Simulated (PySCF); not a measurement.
**MgGa+: bond curves at several levels of theory**

Aim: find the lowest electronic state of MgGa+, scan its bond at several levels of theory, and get bond length, wavenumber and dissociation energy from each curve.

The runs use PySCF 2.14.0; Mg 6-31G(d,p), Ga 6-31G(d,p), no relativity.

### 1 Set-up

The job is set up so:

```
atoms                         : Mg, Ga
charge                        : 1
basis                         : Mg 6-31G(d,p), Ga 6-31G(d,p)
Hamiltonian                   : no relativity
basis functions               : 50
electrons treated             : 42
masses in u                   : 23.9850, 68.9256
levels                        : PBE0, PBE, r²SCAN, M06-L, BLYP, revPBE, CAM-B3LYP, HF, MP2, SCS-MP2, CCSD, CCSD(T)
grid                          : 80 radial by 434 angular points
occupations                   : held fixed by the projection of orbital angular momentum
dissociation limit            : Mg + Ga+, each in its ground configuration
starting distance in angstrom : 2.660
values of 2S to try           : 0, 2
```

Command:

```
OMP_NUM_THREADS=1 python dia.py task.json out
```

After this run come: First curve: PBE0; Excited determinants; PBE (GGA); r²SCAN; M06-L; BLYP (GGA); revPBE (GGA); CAM-B3LYP; RHF; MP2 and coupled cluster.

What does the calculation give? Wanted: for each run, Re; ωe; De; μ.

**Answer**, as computed:

Lowest PBE0 solution found, without spin–orbit coupling: ¹Σ⁺ (singlet), closed shell. The other levels ran on it alone.

```csv
level,Re (Å),ωe (cm⁻¹),De (eV),μ (D)
RHF,3.284,132.8,0.60,-3.33
RHF-MP2,3.125,158.9,0.83,n/a
RHF-SCS-MP2,3.151,153.8,0.77,n/a
RHF-CCSD,3.119,161.0,0.78,n/a
RHF-CCSD(T),3.104,164.3,0.83,n/a
PBE,3.123,154.9,1.14,-3.89
revPBE,3.157,150.2,1.07,-3.90
BLYP,3.175,141.7,1.02,-3.64
r²SCAN,3.095,161.7,1.17,-4.26
M06-L,3.111,154.3,1.08,-3.69
PBE0,3.114,159.6,1.06,-3.95
CAM-B3LYP,3.124,154.4,0.90,-3.69
```

De is counted to Mg + Ga+ in their ground configurations. A positive dipole points from Mg to Ga; in an ion it is taken about the centre of mass and does not tell which atom is negative.

Bond lengths run from 3.095 Å (r²SCAN) to 3.284 Å (RHF). CCSD(T) can't serve as the judge here: for a weak bond in this basis it is far from its limit. Of the levels with a De here, RHF gives the least (0.60 eV) and r²SCAN the most (1.17 eV).

Correlated steps freeze 10 core orbitals.
